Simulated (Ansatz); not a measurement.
**ClGeH2O−: an energy map over bond length O1–Ge2 and bond length Ge2–Cl3**

A grid of calculations on ClGeH2O, SMILES [O-][GeH2][Cl], charge −1, to see where the energy is lowest and how it rises around there.

The runs use Ansatz 0.2.0; RKS wB97M-V/def2-SVPD.

### 1 The system as given

SMILES `[O-][GeH2][Cl]`, 5 atoms, charge -1, spin multiplicity 1.

Atoms are counted from 1 here; the program's logs count them from 0.

Bond lengths: O1–Ge2 1.697 Å, Ge2–Cl3 2.359 Å, Ge2–H4 1.579 Å, Ge2–H5 1.579 Å. Angles: O1–Ge2–Cl3 115.0°, O1–Ge2–H4 118.2°, O1–Ge2–H5 118.2°, Cl3–Ge2–H4 97.1°, Cl3–Ge2–H5 97.1°, H4–Ge2–H5 107.4°.

Geometry (Å):

```xyz
5

O    -0.6203    0.0384    1.7123
Ge    0.0422   -0.0629    0.1530
Cl   -1.1427    1.1150   -1.5130
H     0.0444   -1.4684   -0.5670
H     1.4512    0.6023   -0.1037
```

This geometry comes from a loose relaxation at PBE in a small basis, which is not shown.

### 3 Plan of the scan

- bond length O1–Ge2: 11 values from 1.443 to 2.349 Å
- bond length Ge2–Cl3: 11 values from 2.000 to 3.255 Å

Nothing else is relaxed (all other coordinates rigid). Energies count from the relaxed molecule at the same level.

(The set-up runs are not shown.)

### 4 Grid point bond length O1–Ge2 = 1.715 Å, bond length Ge2–Cl3 = 2.376 Å

input.yaml reads:

```yaml
crystal:
  periodic: [false, false, false]
  atoms:
    - { symbol: O, position_ang: [-0.617903, 0.043058, 1.683871] }
    - { symbol: Ge, position_ang: [0.059578, -0.065555, 0.112105] }
    - { symbol: Cl, position_ang: [-1.143, 1.124797, -1.555901] }
    - { symbol: H, position_ang: [0.060091, -1.452692, -0.593331] }
    - { symbol: H, position_ang: [1.448589, 0.590839, -0.13606] }
total_charge: -1
basis:
  gaussian: { orbitals: def2-SVPD }
hamiltonian:
  xc: { name: wB97M-V }
output:
  forces: true
```

Command:

```
$ ansatz run input.yaml --threads 1 --pin off --max-ram 2560MiB --backend cpu --events-out ev --progress --plain --runs-dir out
```

Further runs follow: the other points that were computed.

What does the calculation give? Wanted: lowest point; highest computed point; largest force on an atom.

**Answer**, as computed:

```
                       quantity                                                                                                                                                               value
                   lowest point                                                                                           bond length O1–Ge2 = 1.715 Å, bond length Ge2–Cl3 = 2.376 Å, 0.9 kcal/mol
         highest computed point                                                                          bond length O1–Ge2 = 2.349 Å, bond length Ge2–Cl3 = 3.255 Å, 103 kcal/mol above the lowest
largest force on an atom (eV/Å)  1.4 at bond length O1–Ge2 = 1.715 Å, bond length Ge2–Cl3 = 2.376 Å to 18.8 at bond length O1–Ge2 = 1.443 Å, bond length Ge2–Cl3 = 2.000 Å; 1.4 at the lowest point
        time for the whole task                                                                                                                                     33 min on 1 thread, shared host
```

The lowest computed point is at bond length O1–Ge2 = 1.715 Å, bond length Ge2–Cl3 = 2.376 Å, 0.9 kcal/mol from the relaxed molecule at the same level. No other kind of well shows on this grid. The highest computed point, bond length O1–Ge2 = 2.349 Å, bond length Ge2–Cl3 = 3.255 Å, lies 103 kcal/mol above the lowest. Round the minimum the two coordinates are nearly uncoupled.
